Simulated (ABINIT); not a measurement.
InSb3: single point with PBEsol

InSb3:

```xyz
4
Lattice="4.8064 0.0000 0.0000 0.0000 4.8064 0.0000 0.0000 0.0000 4.8064" Properties=species:S:1:pos:R:3 pbc="T T T"
Sb    2.4032    2.4032    0.0000
Sb    0.0000    2.4032    2.4032
Sb    2.4032    0.0000    2.4032
In    0.0000    0.0000    0.0000
```

The cell comes from a database or a generator and needn't be the stable form of this composition.

```
Program             : ABINIT 10.8.3 (patched build)
Task                : single point
Functional          : PBEsol
Potentials or basis : PseudoDojo NC SR PBEsol v0.4.1 standard
Cutoff              : 1088 eV
k mesh              : 6 × 6 × 6
Occupations         : fermi-dirac, width 0.05 eV
Spin                : no spin polarisation
```

```json
{"Pressure": "-2.7 GPa", "Band gap on the k mesh": "none (metal or under the smearing width)", "Valence electrons inside the program's atomic spheres": "Sb 11.19; In 9.91"}
```

Levels at points of the mesh, in eV from the Fermi level:
| k point | band 26 | band 27 | band 28 | band 29 | band 30 | band 31 | band 32 | band 33 |
| --- | --- | --- | --- | --- | --- | --- | --- | --- |
| (0.00, 0.00, 0.00) | -4.29 | -3.62 | 0.43 | 0.43 | 0.43 | 1.73 | 1.73 | 1.73 |
| (0.50, 0.00, 0.00) | -2.90 | -2.11 | -2.11 | -1.13 | -0.86 | 1.97 | 2.16 | 2.16 |
| (0.50, 0.50, 0.00) | -1.66 | -1.66 | -1.35 | -1.12 | -1.12 | -0.48 | 1.02 | 3.26 |
| (0.50, 0.50, 0.50) | -4.99 | -4.99 | -4.82 | 3.50 | 3.50 | 3.55 | 3.55 | 3.55 |

It took 4.7 min on 1 thread of Arm Neoverse V2 (shared host), peak memory 0.19 GiB.

The run has no spin-orbit coupling, so splittings on Sb are missing.
